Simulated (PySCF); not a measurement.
# C4H12O3Si2: the cost of one run

Computed with PySCF 2.14.0; each step states its level. No surroundings beyond the atoms listed, unless a continuum is named. Atoms count from 0, parts from 1.

## 1. The system as given

21 atoms, charge 0, multiplicity 1; geometry: GFN2-xTB, MD frame. Parts: 1 = atoms 0–14, `C=C1C=CO[SiH2][SiH2]1`, charge 0; 2 = atoms 15–17, `O`, charge 0; 3 = atoms 18–20, `O`, charge 0.

## 2. NMR shieldings: 250 fs

The job: settings as JSON, then the geometry in Å.

```
{"job": {"kind": "nmr", "xc": "PBE0", "basis": "pcSseg-1", "pop": false}, "charge": 0, "multiplicity": 1, "parts": [{"atoms": "0-14", "charge": 0, "multiplicity": 1}, {"atoms": "15-17", "charge": 0, "multiplicity": 1}, {"atoms": "18-20", "charge": 0, "multiplicity": 1}]}
C      1.711097    -0.265535    -0.658773
C      0.391277    -0.410953    -0.678136
C     -0.529433     0.715278    -0.662016
C     -1.817749     0.711196    -0.515425
O     -2.733748    -0.270047    -0.490039
Si    -2.509602    -1.879918    -0.139260
Si    -0.372169    -2.138826    -0.962968
H      2.410870    -1.157006    -0.574288
H      2.215482     0.742633    -0.614822
H     -0.040918     1.688320    -0.830249
H     -2.346158     1.652403    -0.493243
H     -3.651744    -2.564746    -0.848597
H     -2.688736    -2.082931     1.265854
H     -0.262698    -2.493813    -2.353339
H      0.399552    -3.088575    -0.126451
O      2.267628     2.708571     0.995771
H      2.561677     3.596141     0.663646
H      1.342014     2.807021     1.325682
O      0.245173     1.405812     2.088783
H     -0.281031     0.981396     1.381472
H      0.999897     0.759612     2.079215
```

Level: GIAO PBE0/pcSseg-1 NMR shielding, non-relativistic, gas phase.

The run is started by

```bash
$ OMP_NUM_THREADS=1 python cluster_run.py task.json out
```

This one command runs all jobs of the session in turn.

Q: Estimate the wall time and peak memory of this first job on 1 thread of Arm Neoverse N1, shared host.

About 1.8 min, with a peak of 1.1 GiB.
